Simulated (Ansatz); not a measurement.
# EuHfSi: one geometry, two states

Aim: solve EuHfSi (a known structure type filled with other elements, at an estimated volume) from each of its saved states, at one geometry and mesh, and see which is lowest and how they differ.

Program: Ansatz 0.2.0. Level of theory: DFT, PBE, plane waves, PAW. These are calculated values, not measurements.

**1. The system as given**

Symmetry: P4/nmm, No. 129, tetragonal system. The conventional cell has a = 4.334 Å, b = 4.334 Å, c = 7.285 Å, α = 90.00°, β = 90.00°, γ = 90.00°. Si (site symmetry 4mm) is surrounded by 4 Hf at 2.51 Å and 6 Eu at 3.24 to 3.67 Å. Eu (site symmetry 4mm) is surrounded by 4 Hf at 3.19 Å and 6 Si at 3.24 to 3.67 Å. Hf (site symmetry -4m2) has 4 Si at 2.51 Å as nearest neighbours.

Coordinates:

```
Si Eu Hf
1.0
     4.33392    0.00000    0.00000
     0.00000    4.33392    0.00000
     0.00000    0.00000    7.28461
Si Eu Hf
2 2 2
Direct
  0.25000 0.25000 0.17500
  0.75000 0.75000 0.82500
  0.25000 0.25000 0.67900
  0.75000 0.75000 0.32100
  0.75000 0.25000 0.00000
  0.25000 0.75000 0.00000
```

The states: A, Eu3 up, Eu4 up (collinear spin); B, Eu3 up, Eu4 down (collinear spin). Each run reads its own saved solution as saved_state.

**2. State A: the run**

Input file input.yaml:

```yaml
crystal:
  lattice:
    - [4.33392234, 0.0, 0.0]
    - [0.0, 4.33392234, 0.0]
    - [0.0, 0.0, 7.28461234]
  atoms:
    - { symbol: Si, position: [0.25, 0.25, 0.175] }
    - { symbol: Si, position: [0.75, 0.75, 0.825] }
    - { symbol: Eu, position: [0.25, 0.25, 0.679] }
    - { symbol: Eu, position: [0.75, 0.75, 0.321] }
    - { symbol: Hf, position: [0.75, 0.25, 0.0] }
    - { symbol: Hf, position: [0.25, 0.75, 0.0] }
kpoints:
  mp_grid: { grid: [6, 6, 4], shift: [0, 0, 0] }
  band_path:
    path:
      - [0.0, 0.0, 0.0]
      - [0.0, 0.5, 0.0]
      - [0.5, 0.5, 0.0]
      - [0.0, 0.0, 0.0]
      - [0.0, 0.0, 0.5]
      - [0.0, 0.5, 0.5]
      - [0.5, 0.5, 0.5]
      - [0.0, 0.0, 0.5]
      - [0.0, 0.5, 0.0]
      - [0.0, 0.5, 0.5]
      - [0.5, 0.5, 0.0]
    npoints: 6
magnetization:
  spin_polarized: true
scf:
  occupations: { method: fermi_dirac, width: 0.0168 }
  lower_state_search: "off"
  max_iter: 200
hamiltonian:
  pseudopotentials: { kind: paw }
  xc: pbe
basis:
  ecutwfc: 420
  fft_grid_basis: typed
output:
  forces: true
  stress: true
  eigenvalues: true
  bader: true
  populations: true
  elf: true
  write_potential: true
  volumetric_format: npy
  dos:
    e_range: [-12, 8]
    de: 0.05
    projected: { site_lists: { Eu: [Eu], Hf: [Hf], Si: [Si] } }
checkpoint:
  read: saved_state
```

**4. State B: the run**

input.yaml, as its differences from that of step 2:

```diff
@@ -8,4 +8,4 @@
     - { symbol: Si, position: [0.75, 0.75, 0.825] }
-    - { symbol: Eu, position: [0.25, 0.25, 0.679] }
-    - { symbol: Eu, position: [0.75, 0.75, 0.321] }
+    - { symbol: Eu, position: [0.25, 0.25, 0.679], spin: 7.0 }
+    - { symbol: Eu, position: [0.75, 0.75, 0.321], spin: -7.0 }
     - { symbol: Hf, position: [0.75, 0.25, 0.0] }
@@ -14,16 +14,2 @@
   mp_grid: { grid: [6, 6, 4], shift: [0, 0, 0] }
-  band_path:
-    path:
-      - [0.0, 0.0, 0.0]
-      - [0.0, 0.5, 0.0]
-      - [0.5, 0.5, 0.0]
-      - [0.0, 0.0, 0.0]
-      - [0.0, 0.0, 0.5]
-      - [0.0, 0.5, 0.5]
-      - [0.5, 0.5, 0.5]
-      - [0.0, 0.0, 0.5]
-      - [0.0, 0.5, 0.0]
-      - [0.0, 0.5, 0.5]
-      - [0.5, 0.5, 0.0]
-    npoints: 6
 magnetization:
```

(Steps that only read results are left out.)

Q: Predict the outcome of this session. Wanted: for each run, free energy; largest site moment; size of the net moment; gap; pressure; largest force.

The runs gave:

| state | free energy (meV/atom) | largest site moment (μB) | size of the net moment (μB/cell) | gap (eV) | pressure (GPa) | largest force (eV/Å) | SCF cycles |
| --- | --- | --- | --- | --- | --- | --- | --- |
| A | 0.0 | 6.84 | 14.76 | metal | 16.7 | 3.14 | 12 |
| B | 15.1 | 6.77 | 0.00 | metal | 16.7 | 3.22 | 14 |

What this shows: State A lies lowest, 15.1 meV per atom under state B. The atoms are far from rest (forces to 3.2 eV/Å), so order and character hold for this geometry alone. Every run converged, so convergence alone does not show that a state is the lowest.

Keep in mind: an open f shell without a U or exact exchange, whose levels then sit too near the Fermi level.
